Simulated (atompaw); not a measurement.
# Sn: the cost of one run

Method: atompaw 4.2.0.5, PBE, scalar-relativistic.

**1. The design**

Typed settings, in words:

| Item | Value |
| --- | --- |
| element | tin (Sn, Z = 50) |
| type | PAW |
| frozen core | [Ar] 3d10 |
| valence charge | 22 |
| reference configuration | 4s2 4p6 4d10 5s2 5p2 |
| partial waves | 4s (bound): rc 1.40 bohr; 5s (bound): rc 1.70 bohr; 4p (bound): rc 1.60 bohr; 5p (bound): rc 1.70 bohr; 4d (bound): rc 1.70 bohr; 4d channel at 0.25 Ry: rc 1.70 bohr |
| local potential | bessel scheme, radius 1.65 bohr |
| core correction | smooth core density matched at 1.40 bohr |
| augmentation charge | besselshape compensation charge, radius 1.35 bohr; PAW radius 1.70 bohr; waves and projectors: custom rrkj gramschmidtortho |

**2. The generation run**

File Sn.input:

```
Sn 50
GGA-PBE scalarrelativistic loggrid 1500 logderivrange -12 5 426
5 5 4 0 0 0
5 1 2
0 0 0
c
c
c
v
v
c
c
v
v
c
v
2
1.70 1.35 1.65 1.40
n
n
y
0.25
n
custom rrkj gramschmidtortho besselshape
bessel
1.40
1.70
1.60
1.70
1.70
1.70
PWSCFOUT
UPFDX 0.0125d0 UPFXMIN -7.d0 UPFZMESH 50.d0
END
```

Started as:

```
atompaw < Sn.input > Sn.log
```

**Question.** How long does this run take on 1 thread of Intel Xeon Platinum 8259CL at 2.50GHz, shared host?

About 11 s.
